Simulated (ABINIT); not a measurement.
GaSb:

```xyz
2
Lattice="0.0000 3.0590 3.0590 3.0590 0.0000 3.0590 3.0590 3.0590 0.0000" Properties=species:S:1:pos:R:3 pbc="T T T"
Sb    4.5885    4.5885    4.5885
Ga    0.0000    0.0000    0.0000
```

* Program: ABINIT 10.8.3 (patched build)
* Task: relaxation of cell and atoms
* Functional: PBE
* Potentials or basis: PseudoDojo NC SR PBE v0.4.1 standard
* Cutoff: 1088 eV
* k mesh: 6 × 6 × 6
* Occupations: fermi-dirac, width 0.05 eV
* Spin: no spin polarisation

At the start: pressure 2.5 GPa; volume 28.62 Å³/atom.

Q: Where does the relaxation end?

A: Over 4 steps the energy falls by 10.9 meV/atom and the volume is 30.09 Å³/atom (+5.1 %); space group F-43m (No. 216, to 0.05 Å).

The path:
```
step  energy change (eV)  largest force (eV/Å)  pressure (GPa)  volume (Å³)
   1              0.0000                0.0000            2.46        57.25
   2             -0.0061                0.0000            2.07        57.68
   3             -0.0218                0.0000            0.06        60.10
   4             -0.0218                0.0000            0.00        60.18
```

Final structure:
```yaml
crystal:
  lattice:
    - [0.00000, 3.11030, 3.11030]
    - [3.11030, 0.00000, 3.11030]
    - [3.11030, 3.11030, 0.00000]
  atoms:
    - { symbol: Sb, position: [0.75000, 0.75000, 0.75000] }
    - { symbol: Ga, position: [0.00000, 0.00000, 0.00000] }
```
